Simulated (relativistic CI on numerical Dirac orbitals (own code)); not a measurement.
# Pr³⁺: one ion under different settings

How much do the settings matter for Pr³⁺? One ion, several inputs.

The numbers are computed with relativistic CI on numerical Dirac orbitals (own code) version 3 (Dirac-Coulomb-Breit CI, KLI orbitals optimised for each configuration, model QED (radiative potential, 1s self-energy scaled to tabulated hydrogen-like ionisation energies), numerical settings as typed), except any that are marked as measured or tabulated.

### Step 1. The atom as given

| Property | Result |
| --- | --- |
| ion | Pr³⁺ (Pr IV) |
| nuclear charge | 59 |
| electrons | 56 |
| isotope | A = 141 |

### Step 2. Usual settings

Settings, as recorded:

```ini
atom Pr  Z=59  charge=3  electrons=56
nucleus A=141  rms_radius_fm=4.8919
hamiltonian dirac-coulomb  breit=on  qed=on  c_scale=1
orbitals kli  potential=per-configuration
slater_scale 1
correlation none
mixing on
grid step=0.0125 r_max=50.3
scf mixing=0.4 start=green max_iterations=150 tolerance=2e-08 node_fill=0.05
configurations
  [Xe] 4f2
end
```

Run with:

```sh
$ python run_levels.py task.json out
```

One command runs all members of the session, one after another, from task.json.

The program writes no log. Results of the run, from its result record (rounded, main fields):

```text
{
  "status": "converged",
  "levels [i, E_cm, J2, conf, term, w_term, w_jj]": [
    [0, 0, 8, "4f2", "3H", 0.9751, 0.8688],
    [1, 2063.3247, 10, "4f2", "3H", 1, 1],
    [2, 4241.2873, 12, "4f2", "3H", 0.9983, 0.8274],
    [3, 6487.5272, 4, "4f2", "3F", 0.9872, 0.6529],
    [4, 7724.2028, 8, "4f2", "1G", 0.5146, 0.8792],
    [5, 7777.9994, 6, "4f2", "3F", 1, 1],
    [6, 10549.175, 8, "4f2", "3F", 0.5309, 0.9837],
    [7, 22271.897, 4, "4f2", "1D", 0.9422, 0.364],
    [8, 26524.861, 12, "4f2", "1I", 0.9983, 0.8274],
    [9, 28079.069, 0, "4f2", "3P", 0.9948, 0.6419],
    [10, 28600.588, 2, "4f2", "3P", 1, 1],
    [11, 29568.263, 4, "4f2", "3P", 0.9546, 0.5622],
    [12, 61342.157, 0, "4f2", "1S", 0.9948, 0.6419]
  ],
  "total_energy [Ha]": -9223.9227948,
  "n_levels_all": 13,
  "overlap": 1.41238e-11,
  "scf_iterations": [13],
  "orbital_energies [Ha]": {"1s": -1535.21, "2s": -248.129, "2p1/2": -234.505, "2p3/2": -216.834, "3s": -54.7866, "3p1/2": -49.0156, "3p3/2": -45.5032, "3d3/2": -35.4684, "3d5/2": -34.7127, "4s": -12.0202, "4p1/2": -9.85711, "4p3/2": -9.10547, "4d3/2": -5.55333, "4d5/2": -5.42087, "5s": -2.7147, "5p1/2": -2.11687, "5p3/2": -2.00413, "4f5/2": -1.4125, "4f7/2": -1.39788},
  "configurations [conf, odd, states, E_av_Ha, breit_Ha, qed_Ha]": [
    ["4f2", 0, 91, -9236.934902, 7.837, 5.23]
  ],
  "scf_steps of the first configuration [iteration, E_Ha, residual, outer_eigenvalue_Ha]": [
    [1, -9217.854616, 2.1, -2.82],
    [2, -9234.725721, 0.789, -2.121],
    [3, -9236.778595, 0.211, -1.974],
    [4, -9236.890036, 0.125, -1.982],
    [5, -9236.935512, 0.00921, -1.992],
    [6, -9236.935472, 0.00315, -2],
    [7, -9236.93494, 0.000709, -2.003],
    [8, -9236.934954, 0.000273, -2.004],
    [9, -9236.934905, 1.86e-05, -2.004],
    [10, -9236.934902, 5.76e-07, -2.004],
    [11, -9236.934902, 3.23e-07, -2.004],
    [12, -9236.934902, 2.65e-08, -2.004],
    [13, -9236.934902, 5.2e-10, -2.004]
  ]
}
```

It took 0.095 s on 1 thread, shared host.

### Step 3. Slater scale 0.5

The settings differ from step 2 so:

```diff
@@ -4,3 +4,3 @@
 orbitals kli  potential=per-configuration
-slater_scale 1
+slater_scale 0.5
 correlation none
```

Result record:

```text
{
  "status": "converged",
  "levels [i, E_cm, J2, conf, term, w_term]": [
    [0, 0, 8, "4f2", "3H", 0.9394],
    [1, 2158.8375, 10, "4f2", "3H", 1],
    [2, 3597.3257, 4, "4f2", "3F", 0.9593],
    [3, 4265.2202, 12, "4f2", "3H", 0.9922],
    [4, 4883.2336, 8, "4f2", "1G", 0.5324],
    [5, 5044.2684, 6, "4f2", "3F", 1],
    [6, 7672.851, 8, "4f2", "3F", 0.5764],
    [7, 12316.672, 4, "4f2", "1D", 0.8277],
    "... 5 more rows left out ..."
  ],
  "total_energy [Ha]": -9223.9010597,
  "n_levels_all": 13,
  "overlap": 1.41238e-11,
  "scf_iterations": [13],
  "orbital_energies [Ha]": {"1s": -1535.21, "2s": -248.129, "2p1/2": -234.505, "2p3/2": -216.834, "3s": -54.7866, "3p1/2": -49.0156, "3p3/2": -45.5032, "3d3/2": -35.4684, "3d5/2": -34.7127, "4s": -12.0202, "4p1/2": -9.85711, "4p3/2": -9.10547, "4d3/2": -5.55333, "4d5/2": -5.42087, "5s": -2.7147, "5p1/2": -2.11687, "5p3/2": -2.00413, "4f5/2": -1.4125, "4f7/2": -1.39788},
  "configurations [conf, odd, states, E_av_Ha, breit_Ha, qed_Ha]": [
    ["4f2", 0, 91, -9236.934902, 7.837, 5.23]
  ],
  "scf_steps of the first configuration [iteration, E_Ha, residual, outer_eigenvalue_Ha]": [
    [1, -9217.854616, 2.1, -2.82],
    [2, -9234.725721, 0.789, -2.121],
    [3, -9236.778595, 0.211, -1.974],
    [4, -9236.890036, 0.125, -1.982],
    [5, -9236.935512, 0.00921, -1.992],
    [6, -9236.935472, 0.00315, -2],
    [7, -9236.93494, 0.000709, -2.003],
    [8, -9236.934954, 0.000273, -2.004],
    [9, -9236.934905, 1.86e-05, -2.004],
    [10, -9236.934902, 5.76e-07, -2.004],
    [11, -9236.934902, 3.23e-07, -2.004],
    [12, -9236.934902, 2.65e-08, -2.004],
    [13, -9236.934902, 5.2e-10, -2.004]
  ]
}
```

Run time: 0.094 s. Hardware: 1 thread, shared host.

### Step 4. Tolerance 1e-10, potential mixing 0.05, Slater scale 1.2

Settings, as recorded:

```ini
atom Pr  Z=59  charge=3  electrons=56
nucleus A=141  rms_radius_fm=4.8919
hamiltonian dirac-coulomb  breit=on  qed=on  c_scale=1
orbitals kli  potential=per-configuration
slater_scale 1.2
correlation none
mixing on
grid step=0.0125 r_max=50.3
scf mixing=0.05 start=green max_iterations=150 tolerance=1e-10 node_fill=0.05
configurations
  [Xe] 4f2
end
```

Result record:

```text
{
  "status": "converged",
  "levels [i, E_cm, J2, conf, term, w_term]": [
    [0, 0, 8, "4f2", "3H", 0.9809],
    [1, 2046.4805, 10, "4f2", "3H", 1],
    [2, 4242.2657, 12, "4f2", "3H", 0.9989],
    [3, 7630.6857, 4, "4f2", "3F", 0.9908],
    [4, 8892.8527, 6, "4f2", "3F", 1],
    [5, 8894.548, 8, "4f2", "1G", 0.4981],
    [6, 11729.829, 8, "4f2", "3F", 0.5101],
    [7, 26254.129, 4, "4f2", "1D", 0.9582],
    "... 5 more rows left out ..."
  ],
  "total_energy [Ha]": -9223.9315862,
  "n_levels_all": 13,
  "overlap": 1.41236e-11,
  "scf_iterations": [43],
  "orbital_energies [Ha]": {"1s": -1535.21, "2s": -248.129, "2p1/2": -234.505, "2p3/2": -216.834, "3s": -54.7866, "3p1/2": -49.0156, "3p3/2": -45.5032, "3d3/2": -35.4684, "3d5/2": -34.7127, "4s": -12.0202, "4p1/2": -9.85711, "4p3/2": -9.10547, "4d3/2": -5.55333, "4d5/2": -5.42087, "5s": -2.7147, "5p1/2": -2.11687, "5p3/2": -2.00413, "4f5/2": -1.4125, "4f7/2": -1.39788},
  "configurations [conf, odd, states, E_av_Ha, breit_Ha, qed_Ha]": [
    ["4f2", 0, 91, -9236.934902, 7.837, 5.23]
  ],
  "scf_steps of the first configuration [iteration, E_Ha, residual, outer_eigenvalue_Ha]": [
    [1, -9217.854616, 2.1, -2.82],
    [2, -9220.790327, 1.92, -2.722],
    [3, -9236.372015, 0.277, -1.855],
    [4, -9236.153667, 0.361, -1.825],
    [5, -9236.227634, 0.354, -1.827],
    [6, -9236.931856, 0.0403, -1.977],
    [7, -9236.931632, 0.0414, -1.977],
    [8, -9236.931423, 0.0421, -1.977],
    [9, -9236.932903, 0.0141, -1.996],
    [10, -9236.935846, 0.00709, -1.994],
    ["...", "...", "...", "..."],
    [34, -9236.934902, 7.62e-10, -2.004],
    [35, -9236.934902, 7.8e-10, -2.004],
    [36, -9236.934902, 6.69e-10, -2.004],
    [37, -9236.934902, 6.56e-10, -2.004],
    [38, -9236.934902, 6.5e-10, -2.004],
    [39, -9236.934902, 4.95e-10, -2.004],
    [40, -9236.934902, 4.31e-10, -2.004],
    [41, -9236.934902, 2.28e-10, -2.004],
    [42, -9236.934902, 2.21e-10, -2.004],
    [43, -9236.934902, 6.7e-11, -2.004]
  ]
}
```

Run time: 0.18 s. Hardware: 1 thread, shared host.

### Step 5. QED terms off, Breit term off, node fill 0.2

Settings, as recorded:

```ini
atom Pr  Z=59  charge=3  electrons=56
nucleus A=141  rms_radius_fm=4.8919
hamiltonian dirac-coulomb  breit=off  qed=off  c_scale=1
orbitals kli  potential=per-configuration
slater_scale 1
correlation none
mixing on
grid step=0.0125 r_max=50.3
scf mixing=0.4 start=green max_iterations=150 tolerance=2e-08 node_fill=0.2
configurations
  [Xe] 4f2
end
```

Result record:

```text
{
  "status": "converged",
  "levels [i, E_cm, J2, conf, term, w_term]": [
    [0, 0, 8, "4f2", "3H", 0.9693],
    [1, 2390.4712, 10, "4f2", "3H", 1],
    [2, 4895.0673, 12, "4f2", "3H", 0.9978],
    [3, 6422.086, 4, "4f2", "3F", 0.9834],
    [4, 7879.3903, 8, "4f2", "1G", 0.5271],
    [5, 7940.56, 6, "4f2", "3F", 1],
    [6, 11070.71, 8, "4f2", "3F", 0.5479],
    [7, 22143.026, 4, "4f2", "1D", 0.9261],
    "... 5 more rows left out ..."
  ],
  "total_energy [Ha]": -9236.9721854,
  "n_levels_all": 13,
  "overlap": 1.35315e-11,
  "scf_iterations": [13],
  "orbital_energies [Ha]": {"1s": -1533.99, "2s": -247.55, "2p1/2": -233.861, "2p3/2": -216.222, "3s": -54.5193, "3p1/2": -48.7351, "3p3/2": -45.234, "3d3/2": -35.1824, "3d5/2": -34.4311, "4s": -11.9444, "4p1/2": -9.77982, "4p3/2": -9.03273, "4d3/2": -5.4823, "4d5/2": -5.35125, "5s": -2.68314, "5p1/2": -2.08821, "5p3/2": -1.97722, "4f5/2": -1.36231, "4f7/2": -1.34826},
  "configurations [conf, odd, states, E_av_Ha, breit_Ha, qed_Ha]": [
    ["4f2", 0, 91, -9236.915911, 0, 0]
  ],
  "scf_steps of the first configuration [iteration, E_Ha, residual, outer_eigenvalue_Ha]": [
    [1, -9217.854616, 2.16, -2.82],
    [2, -9234.939784, 0.812, -2.108],
    [3, -9236.777402, 0.212, -1.952],
    [4, -9236.887799, 0.129, -1.959],
    [5, -9236.916765, 0.0104, -1.966],
    [6, -9236.918023, 0.00384, -1.973],
    [7, -9236.91626, 0.00076, -1.976],
    [8, -9236.916116, 0.000367, -1.977],
    [9, -9236.915924, 2.03e-05, -1.977],
    [10, -9236.915911, 9.06e-07, -1.977],
    [11, -9236.915911, 4.04e-07, -1.977],
    [12, -9236.915911, 3.35e-08, -1.977],
    [13, -9236.915911, 1.5e-09, -1.977]
  ]
}
```

Run time: 0.063 s. Hardware: 1 thread, shared host.

### Step 6. Node fill 50

Settings, as recorded:

```ini
atom Pr  Z=59  charge=3  electrons=56
nucleus A=141  rms_radius_fm=4.8919
hamiltonian dirac-coulomb  breit=on  qed=on  c_scale=1
orbitals kli  potential=per-configuration
slater_scale 1
correlation none
mixing on
grid step=0.0125 r_max=50.3
scf mixing=0.4 start=green max_iterations=68 tolerance=2e-08 node_fill=50
configurations
  [Xe] 4f2
end
```

Result record:

```text
{
  "status": "converged",
  "levels [i, E_cm, J2, conf, term, w_term]": [
    [0, 0, 8, "4f2", "3H", 0.9354],
    [1, 3688.3507, 10, "4f2", "3H", 1],
    [2, 5821.915, 4, "4f2", "3F", 0.9564],
    [3, 7279.5824, 12, "4f2", "3H", 0.9915],
    [4, 8013.1625, 8, "4f2", "1G", 0.5415],
    [5, 8301.1178, 6, "4f2", "3F", 1],
    [6, 12712.254, 8, "4f2", "3F", 0.5892],
    [7, 19984.992, 4, "4f2", "1D", 0.8218],
    "... 5 more rows left out ..."
  ],
  "total_energy [Ha]": -9222.756248,
  "n_levels_all": 13,
  "overlap": 5.12988e-12,
  "scf_iterations": [14],
  "orbital_energies [Ha]": {"1s": -1525.61, "2s": -243.804, "2p1/2": -229.568, "2p3/2": -212.184, "3s": -52.8796, "3p1/2": -47.0109, "3p3/2": -43.611, "3d3/2": -33.5247, "3d5/2": -32.8049, "4s": -11.3363, "4p1/2": -9.1962, "4p3/2": -8.47642, "4d3/2": -5.0148, "4d5/2": -4.89219, "5s": -2.5038, "5p1/2": -1.94091, "5p3/2": -1.84123, "4f5/2": -1.10734, "4f7/2": -1.09697},
  "configurations [conf, odd, states, E_av_Ha, breit_Ha, qed_Ha]": [
    ["4f2", 0, 91, -9235.612033, 7.707, 5.204]
  ],
  "scf_steps of the first configuration [iteration, E_Ha, residual, outer_eigenvalue_Ha]": [
    [1, -9217.854616, 2.65, -2.82],
    [2, -9236.203644, 0.942, -1.937],
    [3, -9235.543533, 0.263, -1.801],
    [4, -9235.85737, 0.16, -1.815],
    [5, -9235.643458, 0.0184, -1.819],
    [6, -9235.658995, 0.0102, -1.83],
    [7, -9235.628135, 0.00334, -1.836],
    [8, -9235.617401, 0.00117, -1.84],
    [9, -9235.612603, 0.000107, -1.841],
    [10, -9235.612029, 6.8e-06, -1.841],
    [11, -9235.612025, 2.65e-06, -1.841],
    [12, -9235.612033, 1.74e-07, -1.841],
    [13, -9235.612033, 1.12e-07, -1.841],
    [14, -9235.612033, 7.43e-09, -1.841]
  ]
}
```

Wall time 0.1 s (1 thread, shared host).

This setting is unsound; the numbers are not properties of the ion.

### Step 7. Comparison

| setting | total energy less usual (Ha) | largest shift of a level among the lowest eight of both runs, same label and place (cm⁻¹) | SCF iterations | time | lowest level | kind of change |
| --- | --- | --- | --- | --- | --- | --- |
| usual | 0 | 0 | 13 | 0.095 s | 4f2 3H4 | - |
| Slater scale 0.5 | 0.0217 | 9960 | 13 | 0.094 s | 4f2 3H4 | model term |
| tolerance 1e-10, potential mixing 0.05, Slater scale 1.2 | -0.00879 | 3980 | 43 | 0.18 s | 4f2 3H4 | model term |
| QED terms off, Breit term off, node fill 0.2 | -13 | 654 | 13 | 0.063 s | 4f2 3H4 | model term |
| node fill 50 | 1.17 | 3040 | 14 | 0.1 s | 4f2 3H4 | unsound |

### Step 8. Outcome

```
                    quantity          value
lowest level, usual settings        4f2 3H4
                total energy  -9223.9228 Ha
            first excitation    2063.3 cm⁻¹
```

**Reading.** Among the runs whose levels can be followed, they move most under «Slater scale 0.5» (model term), by up to 9960 cm⁻¹. «Tolerance 1e-10, potential mixing 0.05, Slater scale 1.2» costs 43 SCF iterations against 13. Only the listed configurations are in the model. In a near-neutral ion this small CI can misplace whole configurations by 10,000 cm⁻¹ or more, above all where the count of f electrons changes.
